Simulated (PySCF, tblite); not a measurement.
**C5H9BClF: geometry, infrared bands and NMR shifts**

Aim: predict the infrared bands and NMR shifts of C5H9BClF (`FB(Cl)C1CCCC1`).

The runs use tblite 0.8.0 and PySCF 2.14.0, with density-fitted response routines of our own; the level of theory stands in each step. All values are computed, except where a source is named. Atoms count from 0, in the outputs and in this text.

**1. The starting structure**

17 atoms, charge 0, multiplicity 1; geometry from: force field or distance geometry start.

Bonds of the start (Å): F0–B1 1.46, B1–Cl2 1.84, B1–C3 1.60, C3–C4 1.54, C4–C5 1.53, C5–C6 1.54, C6–C7 1.53, C7–C3 1.52, C3–H8 1.10, C4–H9 1.11, C4–H10 1.12, C5–H11 1.11, C5–H12 1.12, C6–H13 1.11, C6–H14 1.12, C7–H15 1.11, C7–H16 1.11.

**2. Optimising the geometry with GFN2-xTB**

What the job is given:

```
{"job": {"kind": "relax", "xc": "GFN2-xTB", "basis": "xTB"}, "charge": 0, "multiplicity": 1}
F      2.804900    -0.711800     0.803600
B      2.067500    -0.883700    -0.443300
Cl     2.916900    -1.694100    -1.864900
C      0.553200    -0.386500    -0.569000
C     -0.373100    -1.058900     0.456900
C     -1.542800    -0.090800     0.618200
C     -1.051500     1.280900     0.134900
C      0.399700     1.103700    -0.306200
H      0.193500    -0.629000    -1.585000
H      0.132000    -1.187600     1.436600
H     -0.723000    -2.050800     0.084900
H     -2.403500    -0.427700     0.003900
H     -1.862400    -0.045000     1.695100
H     -1.670000     1.618300    -0.720800
H     -1.122300     2.041700     0.954100
H      1.066600     1.443300     0.518000
H      0.607400     1.690100    -1.226900
```

Command:

```
> OMP_NUM_THREADS=1 python probes_run.py task.json out
```

The driver reads the jobs from task.json and runs them one after another.

**Question.** This job is followed by: GFN2-xTB harmonic vibrations, gas phase; GIAO PBE0/pcSseg-1 NMR shielding, non-relativistic, gas phase. What will the session give for the following? strongest single infrared mode (GFN2-xTB); zero-point energy (GFN2-xTB); 13C shifts against TMS (PBE0/pcSseg-1, means over atoms taken as alike); 1H shifts against TMS (PBE0/pcSseg-1, means over atoms taken as alike); 19F shifts against CFCl3 (PBE0/pcSseg-1); 11B shifts against BF3·OEt2 (PBE0/pcSseg-1); 35Cl shifts against HCl (PBE0/pcSseg-1); surface potential, 1st and 99th percentile.

As calculated:

```
                                                               quantity                             value
                              strongest single infrared mode (GFN2-xTB)             1230 cm⁻¹, 239 km/mol
                                           zero-point energy (GFN2-xTB)                     85.8 kcal/mol
13C shifts against TMS (PBE0/pcSseg-1, means over atoms taken as alike)              39.3, 34.1, 27.6 ppm
 1H shifts against TMS (PBE0/pcSseg-1, means over atoms taken as alike)  1.89, 1.84, 1.66, 1.48, 1.32 ppm
                               19F shifts against CFCl3 (PBE0/pcSseg-1)                         -30.5 ppm
                            11B shifts against BF3·OEt2 (PBE0/pcSseg-1)                          47.6 ppm
                                35Cl shifts against HCl (PBE0/pcSseg-1)                           195 ppm
                                  surface potential, 1st and 99th percentile                -0.74 V and 1.25 V
```

What this shows: The optimisation took 44 steps and gained 0.590 eV; among the close pairs (by a distance rule), F0–B1 changed most, from 1.459 to 1.325 Å. No mode is imaginary among the 45: a minimum at this level. The strongest single mode, at 1230 cm⁻¹, moves mainly B1. Unscaled tight-binding wavenumbers are off by several per cent, some by more. Its intensities can rank the bands wrongly. At PBE0/pcSseg-1: The largest span, 445 ppm, is at Cl2, where the paramagnetic term is -393 ppm. At PBE0/pcSseg-1, counted by nearest atom on the grid, the HOMO lies on Cl2 39 %; C3 20 %, the LUMO on B1 56 %; Cl2 13 %.
